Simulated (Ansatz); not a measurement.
Crystal: Ta4NiO11.

```
Ta Ni O
1.0
     4.77089    0.00000    0.00513
     0.00000    5.82454    0.00000
    -1.98628    0.00000    7.25051
Ta Ni O
4 1 11
Direct
  0.61339 0.50000 0.76042
  0.38661 0.50000 0.23958
  0.16615 0.00000 0.79875
  0.83385 0.00000 0.20125
  0.50000 0.00000 0.50000
  0.33278 0.79913 0.65053
  0.66722 0.79913 0.34947
  0.90047 0.25786 0.80718
  0.09953 0.25786 0.19282
  0.66722 0.20087 0.34947
  0.33278 0.20087 0.65053
  0.09953 0.74214 0.19282
  0.90047 0.74214 0.80718
  0.50000 0.50000 0.00000
  0.50000 0.00000 0.00000
  0.50000 0.50000 0.50000
```

The cell was built by a generator and needn't be a form met in nature.

Base run:

* Program: Ansatz 0.2.0
* Functional: PBE
* Potentials or basis: PseudoDojo standard (PBE files)
* Cutoff: 1333 eV
* Density cutoff: 5333 eV
* k mesh: 6 × 5 × 4
* Occupations: fermi-dirac, width 0.05 eV
* Spin: collinear spin, ferromagnetic start
* Starting moments: [0.0, 0.0, 0.0, 0.0, 1.0, 0.0, 0.0, 0.0, 0.0, 0.0, 0.0, 0.0, 0.0, 0.0, 0.0, 0.0] μB

Its results: band gap on the k mesh 0.78 eV, indirect (least direct gap 0.82 eV); pressure -1.0 GPa; net moment 0.00 μB per cell; largest force 0.133 eV/Å.

Problem. The run is repeated on the same cell with these changes: functional from PBE to RPBE; potentials or basis from PseudoDojo standard (PBE files) to Ansatz PAW; cutoff from 1333 eV to 420 eV (not typed: the program's choice for these potentials). What comes out?

Solution. Band gap on the k mesh 0.88 eV, indirect (least direct gap 0.93 eV); pressure 4.1 GPa; net moment 0.00 μB per cell; largest force 0.146 eV/Å.

Caveats: spin-orbit coupling is left out, which moves the levels of the heavy elements; the starting moments weren't kept; odd divisions of the mesh miss points on the zone boundary, where band edges often lie, so the gap on the mesh can be too wide (some runs); the PAW data sets come from PBE, with cores solved anew for the run's functional, which leaves a small shift of forces and pressure (some runs).

A k mesh can miss the band edges.
